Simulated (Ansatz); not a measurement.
# Si2Sb5Se: the cost of one run

Computed with Ansatz 0.2.0 (DFT PBE, scalar-relativistic, plane waves, PAW, unless a step names another level, unless a step's input says otherwise).

3 further runs of the same task are left out: 3 that didn't finish. Runs told in other sessions of the task aren't counted.

### Step 1. The structure to begin with

It takes space group P3m1 (No. 156, trigonal). Conventional cell: a = 4.151 Å, b = 4.151 Å, c = 16.657 Å, α = 90.00°, β = 90.00°, γ = 120.00°. Si (site symmetry 3m) is surrounded by 1 Si at 2.38 Å and 3 Sb at 2.67 Å. Si (site symmetry 3m) is surrounded by 1 Si at 2.38 Å and 3 Se at 2.50 Å. Sb (site symmetry 3m) is surrounded by 3 Si at 2.67 Å. Around Sb (site symmetry 3m) lie 3 Sb at 2.89 Å. Se (site symmetry 3m) has 3 Si at 2.50 Å in its first shell of neighbours.

As a file:

```
CELL_PARAMETERS angstrom
4.15068 0.00000 0.00000
-2.07534 3.59459 0.00000
0.00000 0.00000 16.65731
ATOMIC_POSITIONS crystal
Si 0.33333 0.66667 0.09337
Si 0.33333 0.66667 0.23629
Sb 0.00000 0.00000 0.02288
Sb 0.00000 0.00000 0.72828
Sb 0.33333 0.66667 0.82542
Sb 0.33333 0.66667 0.47653
Sb 0.66667 0.33333 0.57360
Se 0.00000 0.00000 0.27862
```

It came out lowest among 26 distinct ends of the trial cells. At a tolerance of 0.05 Å it has space group P3m1 (No. 156).

### Step 2. Tight relaxation for the response runs, on the response runs' mesh and smearing

input.yaml reads:

```yaml
crystal:
  lattice:
    - [4.1506787917, 0.0, 0.0]
    - [-2.0753393959, 3.5945932766, 0.0]
    - [0.0, 0.0, 16.6573148737]
  atoms:
    - { symbol: Si, position: [0.3333333333, 0.6666666667, 0.0933707107] }
    - { symbol: Si, position: [0.3333333333, 0.6666666667, 0.2362936365] }
    - { symbol: Sb, position: [0.0, 0.0, 0.0228784742] }
    - { symbol: Sb, position: [0.0, 0.0, 0.7282804753] }
    - { symbol: Sb, position: [0.3333333333, 0.6666666667, 0.8254235564] }
    - { symbol: Sb, position: [0.3333333333, 0.6666666667, 0.4765337051] }
    - { symbol: Sb, position: [0.6666666667, 0.3333333333, 0.5735988295] }
    - { symbol: Se, position: [0.0, 0.0, 0.2786206122] }
basis:
  ecutwfc: 420
kpoints:
  mp_grid: { grid: [12, 12, 2] }
hamiltonian:
  xc: pbe
scf:
  occupations: { method: gaussian, width: 0.1 }
output:
  forces: true
  stress: true
  eigenvalues: true
relax:
  adjacent_minimum: "off"
  f_tol: 0.001
  max_steps: 60
  cell: { stress_tol: 0.01 }
```

Command:

```sh
$ ansatz run input.yaml --threads 3 --pin off --max-ram 7680MiB --backend cpu --events-out ev --progress --plain --runs-dir out
```

**Question.** How long does this run take on 3 threads of Intel Xeon Platinum 8488C (Sapphire Rapids), shared host, and how much memory does it need?

About 2 min, with a peak of 0.92 GiB.
